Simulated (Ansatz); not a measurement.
# Al2O: what a guessed cell relaxes into

The task: take a trial cell of Al2O to zero force and stress.

Method: DFT PBE, scalar-relativistic, plane waves, PAW, in Ansatz 0.2.0.

## Step 1: Starting point

It takes space group I4/mmm (No. 139, tetragonal). The conventional cell has a = 2.763 Å, b = 2.763 Å, c = 9.560 Å, α = 90.00°, β = 90.00°, γ = 90.00°. Al (site symmetry 4mm) has 4 O at 2.38 Å and 9 Al at 2.71 to 2.85 Å as nearest neighbours. O (site symmetry 4/mmm) has 8 Al at 2.38 Å as nearest neighbours.

As a file:

```xyz
3
Lattice="-1.3814 1.3814 4.7800 1.3814 -1.3814 4.7800 1.3814 1.3814 -4.7800" Properties=species:S:1:pos:R:3 pbc="T T T"
Al    0.0000    0.0000    3.4247
Al    0.0000    0.0000    6.1353
O     0.0000    0.0000    0.0000
```

Recipe of the guess: species swapped into a database cell of BeAu2 (I4/mmm, No. 139), with O on the Be sites and Al on the Au sites. Its size is a rough estimate.

## Step 2: The guess as it stands, on a coarse mesh

input.yaml

```yaml
crystal:
  lattice:
    - [-1.38138637, 1.38138637, 4.77996327]
    - [1.38138637, -1.38138637, 4.77996327]
    - [1.38138637, 1.38138637, -4.77996327]
  atoms:
    - { symbol: Al, position: [0.35823154, 0.35823154, 0.0] }
    - { symbol: Al, position: [0.64176846, 0.64176846, 0.0] }
    - { symbol: O, position: [0.0, 0.0, 0.0] }
basis:
  ecutwfc: 420
kpoints:
  mp_grid: { grid: [8, 8, 8] }
hamiltonian:
  xc: pbe
scf:
  occupations: { method: gaussian, width: 0.1 }
  lower_state_search: "off"
output:
  forces: true
  stress: true
  eigenvalues: true
```

Command:

```bash
> ansatz run input.yaml --threads 1 --pin off --max-ram 2560MiB --backend cpu --events-out ev --progress --plain --runs-dir out
```

The session goes on with these runs: spin check on a coarse mesh; rough relaxation on the coarse mesh; final relaxation.

What does the calculation give? Wanted: conventional cell; volume; energy over the elements; gap on the mesh.

**Answer**, as computed:

```
                                                              quantity                                                                      value
                                symmetry at the end (tolerance 0.05 Å)                                               space group I4/mmm (No. 139)
                                                     conventional cell  a = 2.804 Å, b = 2.804 Å, c = 9.269 Å, α = 90.00°, β = 90.00°, γ = 90.00°
                                                                volume                                                              12.15 Å³/atom
energy over the elements (uncorrected; H, N, O, F and Cl as molecules)                                                              -0.53 eV/atom
                                                       gap on the mesh                                                               none (metal)
```

The space group I4/mmm (No. 139) is kept, at nearly the size of the first guess. A negative formation energy is needed for stability but isn't enough; other structures and compounds were not set against it here. No finished test with a distortion of lower symmetry is shown, so the end may be a saddle point. A spin-polarised run here lost its starting moments, which speaks against magnetism, though one start doesn't rule it out. Other magnetic orders were not searched.
